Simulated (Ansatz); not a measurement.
**Ir in Ansatz: the effect of functional**

Sheet: Ir, a sheet with vacuum.

```xyz
1
Lattice="2.4518 0.0000 0.0000 0.0000 2.4518 0.0000 0.0000 0.0000 23.8000" Properties=species:S:1:pos:R:3 pbc="T T T"
Ir    0.0000    0.0000    7.0001
```

The cell was built by a generator and needn't be a form met in nature.

Alike in all runs:

| Quantity | Value |
| --- | --- |
| Program | Ansatz 0.2.0 |
| Task | work function |
| Potentials or basis | all-electron LAPW, scalar-relativistic |
| Basis error allowed | 0.002 eV/atom |
| k mesh | 11 × 11 × 1 |
| Occupations | fermi-dirac, width 0.05 eV |
| Spin | no spin polarisation |

| functional | cutoff | work function (eV) |
| --- | --- | --- |
| PBE | 338 eV (chosen from the basis error) | 6.05 |
| LDA | 337 eV (chosen from the basis error) | 6.40 |
| PBEsol | 337 eV (chosen from the basis error) | ? |

What does the run with functional PBEsol give?

Work function 6.18 eV.
